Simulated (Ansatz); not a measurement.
# CH₅GeNS: a ladder of functionals and wavefunction methods

How much do the methods differ for CH₅GeNS? The plan is to run it at one geometry with functionals of several rungs and with coupled cluster, and see how far each lands from CCSD(T) at the basis-set limit for the atomisation energy.

The runs use Ansatz 0.2.0, Gaussian basis; functionals in def2-TZVPP, the program's frozen cores in correlated methods.

Levels to be run: PBE-D4, r2SCAN-D4, PBE0-D4, B3LYP-D4, ωB97X-V, ωB97M-V, B2PLYP; CCSD(T)/def2-TZVPP; MP2/def2-QZVPP; extrapolation to the limit.

**1. The geometry**

All runs share one geometry, relaxed beforehand with PBE0-D4 in a triple-zeta def2 set.

SMILES `S[CH]1[NH][GeH2]1`, 9 atoms, charge 0, spin multiplicity 1.

Atoms are counted from 1 here; the program's logs count them from 0.

Bond lengths: S1–C2 1.789 Å, S1–H5 1.342 Å, C2–N3 1.457 Å, C2–Ge4 1.929 Å, C2–H6 1.091 Å, N3–Ge4 1.875 Å, N3–H7 1.013 Å, Ge4–H8 1.525 Å, Ge4–H9 1.529 Å. Angles: C2–S1–H5 96.4°, S1–C2–N3 118.3°, S1–C2–Ge4 128.5°, S1–C2–H6 107.2°, N3–C2–Ge4 65.5°, N3–C2–H6 117.8°, Ge4–C2–H6 114.8°, C2–N3–Ge4 69.5°, C2–N3–H7 113.9°, Ge4–N3–H7 119.9°, C2–Ge4–N3 45.0°, C2–Ge4–H8 122.3°, C2–Ge4–H9 119.8°, N3–Ge4–H8 112.3°, N3–Ge4–H9 117.7°, H8–Ge4–H9 117.1°.

Geometry (Å):

```mol
CH5GeNS
  3D, bonds by distance, orders not assigned

  9  9  0  0  0  0  0  0  0  0999 V2000
   -1.6908   -0.1742    1.4654 S   0  0
   -0.7302    0.2626    0.0208 C   0  0
    0.5463    0.9369    0.2186 N   0  0
    0.7857   -0.6583   -0.7382 Ge  0  0
   -0.6721   -0.6848    2.1751 H   0  0
   -1.4213    0.6851   -0.7097 H   0  0
    0.6178    1.8279   -0.2586 H   0  0
    1.5877   -1.6899    0.0471 H   0  0
    1.0655   -0.5516   -2.2375 H   0  0
  1  2  8  0
  2  3  8  0
  3  4  8  0
  1  5  8  0
  2  6  8  0
  3  7  8  0
  4  8  8  0
  4  9  8  0
  2  4  8  0
M  END
```

**2. PBE-D4 (GGA)**

in.yaml

```yaml
crystal:
  periodic: [false, false, false]
  atoms:
    - {symbol: S, position_ang: [-1.690814, -0.174241, 1.465448]}
    - {symbol: C, position_ang: [-0.730192, 0.262624, 0.020782]}
    - {symbol: N, position_ang: [0.546322, 0.936859, 0.218603]}
    - {symbol: Ge, position_ang: [0.785675, -0.658254, -0.738205]}
    - {symbol: H, position_ang: [-0.672136, -0.684766, 2.175123]}
    - {symbol: H, position_ang: [-1.421345, 0.685116, -0.709738]}
    - {symbol: H, position_ang: [0.617837, 1.827898, -0.258571]}
    - {symbol: H, position_ang: [1.587669, -1.689915, 0.047101]}
    - {symbol: H, position_ang: [1.065482, -0.551623, -2.237541]}
basis:
  gaussian: {orbitals: def2-TZVPP}
hamiltonian: {xc: pbe, dispersion: d4}
output: {forces: true, orbitals: {seedname: orbitals}}
```

The run is started by

```console
ansatz run in.yaml --threads 4 --pin off --events-out ev --progress --plain --max-ram 10444MiB
```

After this run come: r2SCAN-D4 (meta-GGA); PBE0-D4 (hybrid); B3LYP-D4 (hybrid); ωB97X-V (range-separated); ωB97M-V (range-separated); B2PLYP (double hybrid); CCSD(T) in def2-TZVPP; MP2 in def2-QZVPP.

**Question.** What will the summary of the whole plan be? Wanted: atomisation energy, CCSD(T)/CBS; farthest; mean size of error, hybrid; mean size of error, range-separated; gap, smallest and largest; T1 diagnostic; triples share of the correlation energy.

**Answer**, as computed:

```
                               quantity                                           value
        atomisation energy, CCSD(T)/CBS                                       28.951 eV
    functionals within 0.290 eV (1.0 %)  r2SCAN-D4, PBE0-D4, B3LYP-D4, ωB97X-V, ωB97M-V
                               farthest                              PBE-D4 (+0.709 eV)
             mean size of error, hybrid                                        0.113 eV
    mean size of error, range-separated                                        0.091 eV
              gap, smallest and largest             3.84 eV (PBE-D4), 9.96 eV (ωB97X-V)
                          T1 diagnostic                                          0.0128
triples share of the correlation energy                                           4.4 %
```

What this shows: PBE-D4 is off by +0.709 eV. Double hybrids carry the basis error of their MP2 part in triple zeta, and no dispersion term here, so their miss is partly the set-up's. Misses under about 0.290 eV are within the doubt on the reference itself, which lacks core-valence correlation, relativity and higher excitations, and its outer-core shells are covered unevenly. Hartree-Fock recovers 64 % of the binding; the rest is correlation. The gap grows from 3.8 to 10.0 eV across the functionals, mostly with the share of exact exchange. Correlated methods include outer-core shells of Ge, which these sets cover unevenly.
